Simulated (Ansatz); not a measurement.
# SnBi2O5: the cost of one run

Method: DFT PBE, scalar-relativistic, plane waves, PAW, unless a step names another level, in Ansatz 0.2.0.

5 further runs of the same task are left out: 4 that didn't finish, 1 set aside as unsound or not needed. Runs told in other sessions of the task aren't counted.

### 1 The starting structure

The structure is trigonal, space group R-3m (No. 166). The conventional cell has a = 3.825 Å, b = 3.825 Å, c = 26.756 Å, α = 90.00°, β = 90.00°, γ = 120.00°. Around Sn (site symmetry -3m) lie 8 O at 2.17 to 2.30 Å. Bi (site symmetry 3m) has 7 O at 2.30 to 2.67 Å in its first shell of neighbours. Around O (site symmetry 3m) lie 1 Bi at 2.30 Å and 3 Sn at 2.30 Å. O (site symmetry 3m) is surrounded by 1 Sn at 2.17 Å and 3 Bi at 2.34 Å. O (site symmetry -3m) has 6 Bi at 2.67 Å in its first shell of neighbours.

As a file:

```
Sn Bi O
1.0
     1.91243    1.10414    8.91851
    -1.91243    1.10414    8.91851
     0.00000   -2.20828    8.91851
Sn Bi O
1 2 5
Direct
  0.00000 0.00000 0.00000
  0.77710 0.77710 0.77710
  0.22290 0.22290 0.22290
  0.30871 0.30871 0.30871
  0.91901 0.91901 0.91901
  0.08099 0.08099 0.08099
  0.69129 0.69129 0.69129
  0.50000 0.50000 0.50000
```

It came out lowest among 25 distinct ends of the trial cells. At a tolerance of 0.02 Å it has space group R-3m (No. 166).

### 2 Static run: bands, density of states and charges

Input file input.yaml:

```yaml
crystal:
  lattice:
    - [1.9124281808, 1.104140925, 8.9185068284]
    - [-1.9124281808, 1.104140925, 8.9185068284]
    - [0.0, -2.2082818499, 8.9185068284]
  atoms:
    - { symbol: Sn, position: [0.0, 0.0, 0.0] }
    - { symbol: Bi, position: [0.7770988174, 0.7770988174, 0.7770988174] }
    - { symbol: Bi, position: [0.2229011826, 0.2229011826, 0.2229011826] }
    - { symbol: O, position: [0.3087092385, 0.3087092385, 0.3087092385] }
    - { symbol: O, position: [0.9190120332, 0.9190120332, 0.9190120332] }
    - { symbol: O, position: [0.0809879668, 0.0809879668, 0.0809879668] }
    - { symbol: O, position: [0.6912907615, 0.6912907615, 0.6912907615] }
    - { symbol: O, position: [0.5, 0.5, 0.5] }
basis:
  ecutwfc: 420
kpoints:
  mp_grid: { grid: [12, 12, 12] }
  band_path:
    path:
      - [[0.0, 0.0, 0.0], [0.5, 0.5, 0.5], [0.82311516, 0.17688484, 0.5]]
      - [[0.5, -0.17688484, 0.17688484], [0.5, 0.0, 0.0], [0.0, 0.0, 0.0], [0.33844242, -0.33844242, 0.0]]
      - [[0.66155758, 0.0, 0.33844242], [0.5, 0.0, 0.5], [0.0, 0.0, 0.0]]
    npoints: 14
hamiltonian:
  xc: pbe
scf:
  occupations: { method: gaussian, width: 0.02 }
  n_extra_bands: 20
output:
  forces: true
  stress: true
  eigenvalues: true
  populations: true
  dos: { projected: true, de: 0.02, nscf_kmesh: { grid: [18, 18, 18] } }
  bader: true
  write_density: true
  write_potential: true
  elf: true
  volumetric_format: npy
```

The run is started by

```console
$ ansatz run input.yaml --threads 1 --pin off --max-ram 2560MiB --backend cpu --events-out ev --progress --plain --runs-dir out
```

**Question.** How long does this run take on 1 thread of Arm Neoverse V2, shared host, and how much memory does it need?

About 6.2 min, with a peak of 2 GiB.
